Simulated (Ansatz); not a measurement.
# ClH4OSi2 radical: up Jacob's ladder to CCSD(T)

Aim: compute ClH4OSi2 radical with functionals from several rungs and with coupled cluster. The yardstick is the atomisation energy at the CCSD(T) limit.

Program: Ansatz 0.2.0, Gaussian basis. Level of theory: functionals in def2-TZVPP, the program's frozen cores in correlated methods. These are calculated values, not measurements.

Plan: LDA (SPW92), PBE-D4, revPBE-D4, BLYP-D4, r2SCAN-D4, B97M-V, PBE0-D4, B3LYP-D4, r2SCANh-D4, r2SCAN0-D4, HSE06-D4, BHLYP-D4, CAM-B3LYP-D4, LC-ωPBE, ωB97X-V, ωB97M-V, B2PLYP, PBE-QIDH; CCSD(T)/def2-SVP; CCSD(T)/def2-TZVPP; MP2/def2-QZVPP; extrapolation to the limit; RPA on PBE.

## Step 1: The geometry

All runs share one geometry, relaxed beforehand with PBE0-D4 in a triple-zeta def2 set.

8 atoms, charge 0, spin multiplicity 2.

Atoms are counted from 1 here; the program's logs count them from 0.

Bond lengths: Si1–O2 1.648 Å, Si1–H5 1.483 Å, Si1–H6 1.482 Å, Si1–H7 1.485 Å, O2–Si3 1.625 Å, Si3–Cl4 2.063 Å, Si3–H8 1.491 Å. Angles: O2–Si1–H5 109.7°, O2–Si1–H6 107.4°, O2–Si1–H7 109.9°, H5–Si1–H6 110.2°, H5–Si1–H7 109.7°, H6–Si1–H7 110.0°, Si1–O2–Si3 144.7°, O2–Si3–Cl4 109.9°, O2–Si3–H8 107.9°, Cl4–Si3–H8 107.6°.

## Step 2: LDA

This LDA is Slater exchange with PW92 correlation.

Contents of in.yaml:

```yaml
crystal:
  periodic: [false, false, false]
  atoms:
    - {symbol: Si, position_ang: [-0.834765, 0.791686, 0.657810]}
    - {symbol: O, position_ang: [0.598831, 0.278318, 0.028208]}
    - {symbol: Si, position_ang: [1.289019, -0.613242, -1.141520]}
    - {symbol: Cl, position_ang: [0.162518, -2.305069, -1.493389]}
    - {symbol: H, position_ang: [-1.500847, -0.329980, 1.363308]}
    - {symbol: H, position_ang: [-0.533625, 1.886461, 1.609508]}
    - {symbol: H, position_ang: [-1.714046, 1.291442, -0.429171]}
    - {symbol: H, position_ang: [2.624915, -1.056716, -0.650454]}
basis:
  gaussian: {orbitals: def2-TZVPP}
magnetization: {spin_polarized: true, initial_magnetization: 1}
hamiltonian: {xc: lda}
output: {orbitals: {seedname: orbitals}}
```

Started as:

```bash
$ ansatz run in.yaml --threads 4 --pin off --events-out ev --progress --plain --max-ram 10444MiB
```

Further steps of the session: PBE-D4 (GGA); revPBE-D4 (GGA); BLYP-D4 (GGA); r2SCAN-D4 (meta-GGA); B97M-V (meta-GGA); B3LYP-D4 (hybrid); r2SCANh-D4 (hybrid); r2SCAN0-D4 (hybrid); HSE06-D4 (hybrid); BHLYP-D4 (hybrid); CAM-B3LYP-D4 (range-separated); LC-ωPBE (range-separated); ωB97X-V (range-separated); ωB97M-V (range-separated); B2PLYP (double hybrid); PBE-QIDH (double hybrid); CCSD(T) in def2-SVP; CCSD(T) in def2-TZVPP; MP2 in def2-QZVPP; RPA on PBE orbitals.

**Question.** What will the summary of the whole plan be? Wanted: atomisation energy, CCSD(T)/CBS; farthest beyond LDA; mean size of error, GGA; mean size of error, meta-GGA; mean size of error, hybrid; mean size of error, range-separated; mean size of error, double hybrid; gap, smallest and largest; T1 diagnostic.

**Answer**, as computed:

| quantity | value |
| --- | --- |
| atomisation energy, CCSD(T)/CBS | 26.909 eV |
| functionals within 0.135 eV (0.5 %) | r2SCAN-D4, B97M-V, r2SCANh-D4, CAM-B3LYP-D4, ωB97X-V, ωB97M-V |
| farthest beyond LDA | revPBE-D4 (-0.698 eV) |
| mean size of error, GGA | 0.398 eV |
| mean size of error, meta-GGA | 0.090 eV |
| mean size of error, hybrid | 0.343 eV |
| mean size of error, range-separated | 0.143 eV |
| mean size of error, double hybrid | 0.429 eV |
| gap, smallest and largest | 1.21 eV (LDA (SPW92)), 8.80 eV (LC-ωPBE) |
| T1 diagnostic | 0.0133 |
| triples share of the correlation energy | 3.6 % |

**Reading.** The LDA atomisation energy is off by 3.133 eV (12 %): it overbinds. PBE-D4 is off by -0.165 eV. Double hybrids carry the basis error of their MP2 part in triple zeta, and no dispersion term here, so their miss is partly the set-up's. Taken by rung, meta-GGA functionals do best (0.090 eV on average) and double hybrid ones worst beyond LDA (0.429 eV). GGA functionals lie within the reference's doubt of that worst mean (0.398 eV), so those two tie. The gap between the best rungs is small, so their order is not settled. Misses under about 0.135 eV are within the doubt on the reference itself, which lacks core-valence correlation, relativity and higher excitations. Hartree-Fock recovers 75 % of the binding; the rest is correlation. CCSD(T) in def2-SVP is off by -2.442 eV, worse than the median functional, from the basis alone. The gap grows from 1.2 to 8.8 eV across the functionals, mostly with the share of exact exchange.
